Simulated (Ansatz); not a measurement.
# C2H7BOS: the cost of one run

Program: Ansatz 0.2.0. Level of theory: RKS PBE/6-31G. These are calculated values, not measurements.

**1. The structure to begin with**

Bond lengths: C1–C2 1.472 Å, C2–S3 1.802 Å, C2–B4 1.579 Å, B4–O5 1.480 Å, C1–H6 1.108 Å, C1–H7 1.159 Å, C1–H8 1.082 Å, C2–H9 1.123 Å, S3–H10 1.422 Å, B4–H11 1.188 Å, O5–H12 0.978 Å. Angles (14 of 17 angles, heavy atoms first): C1–C2–S3 109.6°, C1–C2–B4 114.7°, S3–C2–B4 106.9°, C2–B4–O5 121.6°, C1–C2–H9 106.1°, S3–C2–H9 108.5°, B4–C2–H9 111.0°, C2–C1–H6 114.4°, C2–C1–H7 110.5°, C2–C1–H8 112.8°, C2–S3–H10 93.8°, C2–B4–H11 119.3°, O5–B4–H11 118.3°, B4–O5–H12 106.2°.

Coordinates:

```xyz
12

C    -0.7428    0.4905    1.0534
C     0.3824   -0.2138    0.4171
S     1.7993    0.8925    0.2974
B     0.0891   -0.7416   -1.0415
O    -0.3440    0.1703   -2.1235
H    -0.5208    0.8914    2.0624
H    -1.0370    1.4270    0.4367
H    -1.6363   -0.1169    1.1160
H     0.6488   -1.0600    1.1061
H     2.7087   -0.1519   -0.0252
H     0.0412   -1.9119   -1.2384
H    -1.3117    0.2692   -2.0266
```

**2. End point A**

input.yaml reads:

```yaml
crystal:
  periodic: [false, false, false]
  atoms:
    - { symbol: C, position_ang: [-0.7428, 0.4905, 1.0534] }
    - { symbol: C, position_ang: [0.3824, -0.2138, 0.4171] }
    - { symbol: S, position_ang: [1.7993, 0.8925, 0.2974] }
    - { symbol: B, position_ang: [0.0891, -0.7416, -1.0415] }
    - { symbol: O, position_ang: [-0.344, 0.1703, -2.1235] }
    - { symbol: H, position_ang: [-0.5208, 0.8914, 2.0624] }
    - { symbol: H, position_ang: [-1.037, 1.427, 0.4367] }
    - { symbol: H, position_ang: [-1.6363, -0.1169, 1.116] }
    - { symbol: H, position_ang: [0.6488, -1.06, 1.1061] }
    - { symbol: H, position_ang: [2.7087, -0.1519, -0.0252] }
    - { symbol: H, position_ang: [0.0412, -1.9119, -1.2384] }
    - { symbol: H, position_ang: [-1.3117, 0.2692, -2.0266] }
basis:
  gaussian: { orbitals: "6-31G" }
hamiltonian:
  xc: pbe
relax:
  f_tol: 0.02
  max_steps: 50
```

On the command line:

```
ansatz run input.yaml --threads 1 --pin off --max-ram 2048MiB --backend cpu --events-out ev --progress --plain --runs-dir out
```

What time and memory should one allow on 1 thread of AMD EPYC (Zen 3), shared host?

About 84 s, with a peak of 0.17 GiB.
